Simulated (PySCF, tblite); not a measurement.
# C₇H₁₀N radical: geometry, infrared bands and EPR parameters

What infrared bands and EPR parameters should C₇H₁₀N radical (`C=C(C)C1=NCC[CH]1`) show?

Computed with tblite 0.8.0 and PySCF 2.14.0, with density-fitted response routines of our own, on a single molecule in the gas phase. Atoms are numbered from 0 throughout.

### Step 1. The starting structure

18 atoms, charge 0, multiplicity 2; geometry from: force field or distance geometry start.

Bonds of the start (Å): C0–C1 1.31, C1–C2 1.49, C1–C3 1.46, C3–N4 1.31, N4–C5 1.45, C5–C6 1.54, C6–C7 1.52, C7–C3 1.49, C0–H8 1.08, C0–H9 1.10, C2–H10 1.10, C2–H11 1.11, C2–H12 1.11, C5–H13 1.09, C5–H14 1.11, C6–H15 1.09, C6–H16 1.12, C7–H17 1.11.

### Step 2. Optimising the geometry with GFN2-xTB

The job: settings as JSON, then the geometry in Å.

```
{"job": {"kind": "relax", "xc": "GFN2-xTB", "basis": "xTB"}, "charge": 0, "multiplicity": 2}
C     -1.946600     0.930700    -1.022900
C     -1.394800     0.078100    -0.197400
C     -2.280700    -0.895100     0.507200
C      0.049100     0.069300     0.043700
N      0.653400    -0.752200     0.858900
C      2.081400    -0.486900     0.848600
C      2.276500     0.126800    -0.546000
C      1.034100     0.993000    -0.589100
H     -1.393900     1.675800    -1.577100
H     -3.036100     0.900800    -1.161900
H     -2.282100    -0.625100     1.574500
H     -1.824400    -1.899200     0.356600
H     -3.323100    -0.866800     0.112500
H      2.629100    -1.422200     0.993400
H      2.281200     0.310300     1.600200
H      3.210800     0.685800    -0.614100
H      2.135300    -0.643300    -1.341600
H      1.121900     1.826600     0.142800
```

Launch:

```
> OMP_NUM_THREADS=1 python probes_run.py task.json out
```

The driver reads the jobs from task.json and runs them one after another.

**Question.** This job is followed by: GFN2-xTB harmonic vibrations, gas phase; UKS B3LYP, pcH-1 on C H N, non-relativistic, mean-field spin-orbit, GIAO. What will the session give for the following? strongest single infrared mode (GFN2-xTB); zero-point energy (GFN2-xTB); g(iso) (B3LYP); ⟨S²⟩; largest a(iso) (averaged by class); potential on the surface of density 0.002 e/bohr³, 1st and 99th percentile.

The runs gave:

```
                                                                  quantity                     value
                                 strongest single infrared mode (GFN2-xTB)      2911 cm⁻¹, 40 km/mol
                                              zero-point energy (GFN2-xTB)             93.3 kcal/mol
                                                            g(iso) (B3LYP)                   2.00346
                                                                      ⟨S²⟩        0.781 (exact 0.75)
                                        largest a(iso) (averaged by class)  1H on H15, H16, 97.0 MHz
potential on the surface of density 0.002 e/bohr³, 1st and 99th percentile        -1.68 V and 1.01 V
```

Over 90 steps the energy fell by 1.431 eV; of the close pairs, C3–C7 changed most, 1.491 to 1.394 Å. The lowest mode is imaginary (20i cm⁻¹), so the xTB geometry is not a minimum: the zero-point energy counts the real modes alone, and all values at this geometry belong to a saddle point. The strongest single mode, at 2911 cm⁻¹, is carried by H15, H16, H13. Unscaled tight-binding wavenumbers are off by several per cent, some by more. Its intensities can rank the bands wrongly. C7 carries the largest spin population, 0.73 e. The isotropic g lies 1.1 ppt above the free-electron value. These values are for one conformer; the search (at its own cheap level) found 2 more, at 0.27, 0.29 kcal/mol, and measured spectra average over such forms.
